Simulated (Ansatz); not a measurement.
# CH4AlFO2: one species, many methods

Aim: compute CH4AlFO2 with functionals from several rungs and with coupled cluster, and see how far each lands from CCSD(T) at the basis-set limit for the atomisation energy.

Method: functionals in def2-TZVPP, the program's frozen cores in correlated methods; program: Ansatz 0.2.0, Gaussian basis.

The runs, in order: LDA (SPW92), PBE-D4, revPBE-D4, BLYP-D4, r2SCAN-D4, B97M-V, PBE0-D4, B3LYP-D4, r2SCANh-D4, r2SCAN0-D4, HSE06-D4, BHLYP-D4, CAM-B3LYP-D4, LC-ωPBE, ωB97X-V, ωB97M-V, B2PLYP, PBE-QIDH; CCSD(T)/def2-SVP; CCSD(T)/def2-TZVPP; MP2/def2-QZVPP; extrapolation to the limit; RPA on PBE.

### 1 Structure used throughout

The geometry comes from an earlier relaxation with PBE0-D4 in a triple-zeta def2 set; it is a stationary point, not always the lowest conformer.

9 atoms, charge 0, spin multiplicity 1.

Atoms are counted from 1 here; the program's logs count them from 0.

Bond lengths: O1–Al2 1.918 Å, O1–H6 0.965 Å, Al2–C3 1.949 Å, Al2–F5 1.655 Å, Al2–H7 1.574 Å, C3–O4 1.360 Å, C3–H8 1.091 Å, O4–H9 0.964 Å. Angles: Al2–O1–H6 115.3°, O1–Al2–C3 49.3°, O1–Al2–F5 111.1°, O1–Al2–H7 113.0°, C3–Al2–F5 117.3°, C3–Al2–H7 122.3°, F5–Al2–H7 119.8°, Al2–C3–O4 123.4°, Al2–C3–H8 122.9°, O4–C3–H8 113.5°, C3–O4–H9 110.8°.

### 2 LDA

This LDA is Slater exchange with PW92 correlation.

in.yaml reads:

```yaml
crystal:
  periodic: [false, false, false]
  atoms:
    - {symbol: O, position_ang: [-0.579986, 0.232641, 0.924989]}
    - {symbol: Al, position_ang: [0.238050, 1.275944, -0.460934]}
    - {symbol: C, position_ang: [-0.190194, -0.624108, -0.384540]}
    - {symbol: O, position_ang: [0.715325, -1.583786, -0.055014]}
    - {symbol: F, position_ang: [-0.865235, 2.274938, -1.185423]}
    - {symbol: H, position_ang: [0.011212, -0.046898, 1.635133]}
    - {symbol: H, position_ang: [1.652141, 1.836638, -0.055314]}
    - {symbol: H, position_ang: [-1.162852, -1.024144, -0.673464]}
    - {symbol: H, position_ang: [0.270237, -2.387625, 0.237365]}
basis:
  gaussian: {orbitals: def2-TZVPP}
hamiltonian: {xc: lda}
output: {orbitals: {seedname: orbitals}}
```

Launch:

```console
$ ansatz run in.yaml --threads 2 --pin off --events-out ev --progress --plain --max-ram 4352MiB
```

Further steps of the session: PBE-D4 (GGA); revPBE-D4 (GGA); BLYP-D4 (GGA); r2SCAN-D4 (meta-GGA); B97M-V (meta-GGA); B3LYP-D4 (hybrid); r2SCANh-D4 (hybrid); r2SCAN0-D4 (hybrid); HSE06-D4 (hybrid); BHLYP-D4 (hybrid); CAM-B3LYP-D4 (range-separated); LC-ωPBE (range-separated); ωB97X-V (range-separated); ωB97M-V (range-separated); B2PLYP (double hybrid); PBE-QIDH (double hybrid); CCSD(T) in def2-SVP; CCSD(T) in def2-TZVPP; MP2 in def2-QZVPP; RPA on PBE orbitals.

**Question.** What will the summary of the whole plan be? Wanted: atomisation energy, CCSD(T)/CBS; farthest beyond LDA; mean size of error, GGA; mean size of error, meta-GGA; mean size of error, hybrid; mean size of error, range-separated; mean size of error, double hybrid; gap, smallest and largest; T1 diagnostic.

As calculated:

| quantity | value |
| --- | --- |
| atomisation energy, CCSD(T)/CBS | 793.8 kcal/mol |
| functionals within 4.0 kcal/mol (0.5 %) | BLYP-D4, r2SCAN-D4, B97M-V, CAM-B3LYP-D4, ωB97X-V, ωB97M-V |
| farthest beyond LDA | BHLYP-D4 (-43.8 kcal/mol) |
| mean size of error, GGA | 9.5 kcal/mol |
| mean size of error, meta-GGA | 2.1 kcal/mol |
| mean size of error, hybrid | 18.2 kcal/mol |
| mean size of error, range-separated | 3.0 kcal/mol |
| mean size of error, double hybrid | 14.9 kcal/mol |
| gap, smallest and largest | 5.28 eV (BLYP-D4), 12.49 eV (LC-ωPBE) |
| T1 diagnostic | 0.0129 |
| triples share of the correlation energy | 3.4 % |

What this shows: The LDA atomisation energy is off by 127.3 kcal/mol (16 %): it overbinds. PBE-D4 misses by +12.8 kcal/mol. Double hybrids carry the basis error of their MP2 part in triple zeta, and no dispersion term here, so their miss is partly the set-up's. The rungs meta-GGA, range-separated miss on average by less than the doubt on the reference (4.0 kcal/mol), so they tie. The reference freezes the cores and leaves out relativity and excitations past (T), so misses under about 4.0 kcal/mol can't be ranked. Hartree-Fock recovers 69 % of the binding; the rest is correlation. CCSD(T) in def2-SVP is off by -53.4 kcal/mol, more than most functionals: a good method in a small basis is no reference. Orbital gaps span 5.3 to 12.5 eV; exact exchange widens them.
